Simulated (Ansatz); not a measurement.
**Cd2SeS: equation of state with PBE**

Cd2SeS:

```
Cd Se S
1.0
     4.29765    0.00000    0.00000
    -2.14883    3.72188    0.00000
     0.00000    0.00000    7.00787
Cd Se S
2 1 1
Direct
  0.33333 0.66667 0.00964
  0.00000 0.00000 0.49023
  0.33333 0.66667 0.62575
  0.00000 0.00000 0.12238
```

The cell comes from a database or a generator and needn't be the stable form of this composition.

| Item | Value |
| --- | --- |
| Program | Ansatz 0.2.0 |
| Task | equation of state |
| Functional | PBE |
| Potentials or basis | Ansatz PAW |
| Cutoff | 420 eV |
| Density cutoff | 1680 eV |
| k mesh | 7 × 7 × 4 |
| Occupations | fermi-dirac, width 0.05 eV |
| Spin | no spin polarisation |

- Equilibrium volume: 27.86 Å³/atom
- Bulk modulus at fixed shape and positions: 49 GPa
- Pressure derivative of the bulk modulus: 4.6

Energy against volume, from the lowest point:
```csv
volume (Å³/atom),energy (meV/atom)
26.342,13.74
26.902,5.15
27.463,0.72
28.023,0.00
28.584,2.60
29.144,8.16
29.705,16.37
```

All runs of the series together: 43 s on 2 threads of Arm Neoverse V1, on a shared host.

Caveat: the cell was scaled at fixed shape and fractional positions, which overstates the stiffness of a crystal with free parameters, most of all of layers and chains.
